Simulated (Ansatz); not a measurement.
# GeN₂ (triplet): the correlation ladder at a displaced geometry (v1), cc-pVDZ

An exercise on one series of results from a longer session: the logs are not shown, and one member is left open.

Method: cc-pVDZ, core rule «outside noble gas», up to 16 orbitals frozen; program: Ansatz 0.2.0, Gaussian basis.

Plan: UHF; CCSD(T) on ROHF; CCSD(T) on UHF; BCCD(T) on ROHF; CISD; CCSDT(Q) on ROHF; CCSDT(Q) on UHF.

37 further runs of the same task are left out: 13 for a known fault of the program, 10 that didn't finish, 14 set aside as unsound or not needed.

## What is computed

The geometry is a PBE0/def2-TZVP stationary point (not a proven minimum) with its atoms shifted at random (size 0.040 Å). No spin-orbit coupling is included. The filled d shell of Ge may be among the frozen orbitals whatever the setting's name suggests; the logs give the count.

3 atoms, charge 0, spin multiplicity 3.

Atoms are counted from 1 here; the program's logs count them from 0.

Bond lengths: Ge1–N2 1.973 Å, N2–N3 1.161 Å. Angles: Ge1–N2–N3 175.8°.

Geometry (Å):

```xyz
3
GeN2
Ge   -0.01543   -0.00901    1.70104
N    -0.01627   -0.02515   -0.27141
N     0.03170    0.03416   -1.42963
```

Set-up of the first run:

Input file in.yaml:

```yaml
crystal:
  periodic: [false, false, false]
  atoms:
    - {symbol: Ge, position_ang: [-0.015433, -0.009008, 1.701040]}
    - {symbol: N, position_ang: [-0.016266, -0.025151, -0.271413]}
    - {symbol: N, position_ang: [0.031698, 0.034159, -1.429627]}
basis:
  gaussian: {orbitals: cc-pVDZ}
magnetization: {spin_polarized: true, initial_magnetization: 2}
hamiltonian: {xc: hf}
output: {orbitals: {seedname: orbitals}}
```

Launch:

```bash
> ansatz run in.yaml --threads 1 --pin off --events-out ev --progress --plain --max-ram 2393MiB
```

Among the steps run: UHF; CCSD(T) on ROHF; CCSD(T) on UHF; BCCD(T) on ROHF; CISD; CCSDT(Q) on ROHF; CCSDT(Q) on UHF.

One table of the session follows, with a row left open; its other results are not shown here.

It belongs to the step «Misses and costs». 

| method | from RCCSDT(Q) (meV) |
| --- | --- |
| ROHF | +11455.9 |
| UHF | +10958.1 |
| RMP2 | +788.0 |
| UMP2 | ? |
| RCCSD | +590.6 |
| UCCSD | +558.3 |
| RCCSD(T) | +91.1 |
| UCCSD(T) | +104.6 |
| BCCD(T) | +89.2 |
| RCCSDT | +78.3 |
| UCCSDT | +66.0 |
| RCCSDT(Q) | 0 |
| UCCSDT(Q) | -1.9 |

**Question.** Estimate the row for UMP2.

The run gave: from RCCSDT(Q) (meV): +1728.7. In the column «from RCCSDT(Q) (meV)» it lies between RMP2 (+788.0) and UHF (+10958.1).

Not comparable, so not listed: CISD (they don't share determinant, frozen orbitals or solution with the rows shown, or repeat one).

To keep in mind: Restricted and unrestricted rows rest on different reference determinants; where their highest levels disagree by more than a few hundredths of an eV, they describe different states and don't form one ladder.
